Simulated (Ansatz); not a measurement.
# SnH4 + NH3: a complex and its separated parts

Aim: how far the complex at one end of a reaction step lies below its separated, relaxed parts, level by level.

The runs use Ansatz 0.2.0, Gaussian basis; PBE0-D4/def2-TZVP structures, single points in def2-TZVPP, no counterpoise correction.

Levels: SPW92, PBE-D4, BLYP-D4, r2SCAN-D4, B97M-V, PBE0-D4, B3LYP-D4, r2SCAN0-D4, BHLYP-D4, CAM-B3LYP-D4, wB97X-V, wB97M-V, B2PLYP, PBE-QIDH, RPA on PBE, Hartree-Fock, MP2, CCSD, CCSD(T).

Cores are frozen in the correlated methods. Filled d shells of the heavier atoms are correlated. Core potentials replace the inner electrons past krypton, and spin-orbit coupling is left out. B3LYP uses VWN-RPA correlation. B2PLYP carries no dispersion term here.

78 further runs of the same task are left out: 78 set aside as unsound or not needed.

## 1. Where the work starts

The complex: 9 atoms, charge 0, spin multiplicity 1.

Atoms are counted from 1 here; the program's logs count them from 0.

Bond lengths: Sn1–H2 1.703 Å, Sn1–H3 1.723 Å, Sn1–H4 1.703 Å, Sn1–H5 1.703 Å, H6–N7 1.013 Å, N7–H8 1.013 Å, N7–H9 1.013 Å. Angles: H2–Sn1–H3 106.7°, H2–Sn1–H4 112.1°, H2–Sn1–H5 112.1°, H3–Sn1–H4 106.7°, H3–Sn1–H5 106.7°, H4–Sn1–H5 112.1°, H6–N7–H8 107.3°, H6–N7–H9 107.3°, H8–N7–H9 107.3°.

Coordinates:

```
Sn   -0.99973   -1.07773   -0.20128
H     0.53558   -1.80236   -0.33303
H    -2.16077   -2.32885   -0.43493
H    -1.27396   -0.43823    1.35289
H    -1.26954    0.07599   -1.42424
H     1.75645    0.95952    0.96207
N     1.10407    1.19003    0.22233
H     0.66161    2.06598    0.47316
H     1.64639    1.35565   -0.61696
```

Its parts: SnH4 holds atoms 1, 2, 3, 4, 5; NH3 holds atoms 6, 7, 8, 9. Each part counts its atoms afresh in its own runs.

## 2. Relaxing SnH4 alone

Input file relax-a/in.yaml:

```yaml
crystal:
  periodic: [false, false, false]
  atoms:
    - {symbol: Sn, position_ang: [-0.999727, -1.077733, -0.201284]}
    - {symbol: H, position_ang: [0.535581, -1.802360, -0.333034]}
    - {symbol: H, position_ang: [-2.160774, -2.328850, -0.434927]}
    - {symbol: H, position_ang: [-1.273960, -0.438231, 1.352893]}
    - {symbol: H, position_ang: [-1.269541, 0.075994, -1.424245]}
basis:
  gaussian: {orbitals: def2-TZVP}
hamiltonian: {xc: pbe0, dispersion: d4}
relax: {f_tol: 0.005, max_steps: 200}
```

Command:

```
> ansatz run in.yaml --threads 2 --pin off --events-out ev --progress --plain --max-ram 4352MiB
```

The runs that follow: Relaxing NH3 alone; SPW92/def2-TZVPP; PBE-D4/def2-TZVPP; BLYP-D4/def2-TZVPP; r2SCAN-D4/def2-TZVPP; B97M-V/def2-TZVPP; PBE0-D4/def2-TZVPP; B3LYP-D4/def2-TZVPP; r2SCAN0-D4/def2-TZVPP; BHLYP-D4/def2-TZVPP; CAM-B3LYP-D4/def2-TZVPP; wB97X-V/def2-TZVPP; wB97M-V/def2-TZVPP; B2PLYP/def2-TZVPP; PBE-QIDH/def2-TZVPP; RPA on PBE/def2-TZVPP; CCSD(T)/def2-TZVPP; Vibrations of SnH4; Vibrations of NH3.

Before running it: what results should come out? Wanted: complex less parts, CCSD(T)/def2-TZVPP; with zero-point energy; largest T1 diagnostic.

**Answer**, as computed:

| quantity | value |
| --- | --- |
| complex less parts, CCSD(T)/def2-TZVPP | -13.4 kJ/mol |
| with zero-point energy | -7.3 kJ/mol |
| largest T1 diagnostic | 0.013 |

**Reading.** At CCSD(T) the complex lies 13.4 kJ/mol below its parts. The functionals run from PBE-QIDH, off by +0.3 kJ/mol, to SPW92, off by -9.1 kJ/mol, against CCSD(T). Mean unsigned error by rung: LDA 9.1, GGA 2.2, meta-GGA 2.9, hybrid 1.9, range-separated hybrid 1.9, double hybrid 1.9 kJ/mol. PBE-D4 gives a relative energy 3.1 kJ/mol too low, inside chemical accuracy (1 kcal/mol, 4.2 kJ/mol). No counterpoise was applied, and triple zeta lacks some correlation, so the CCSD(T) reference has a basis error of its own, and close matches with it are partly luck.
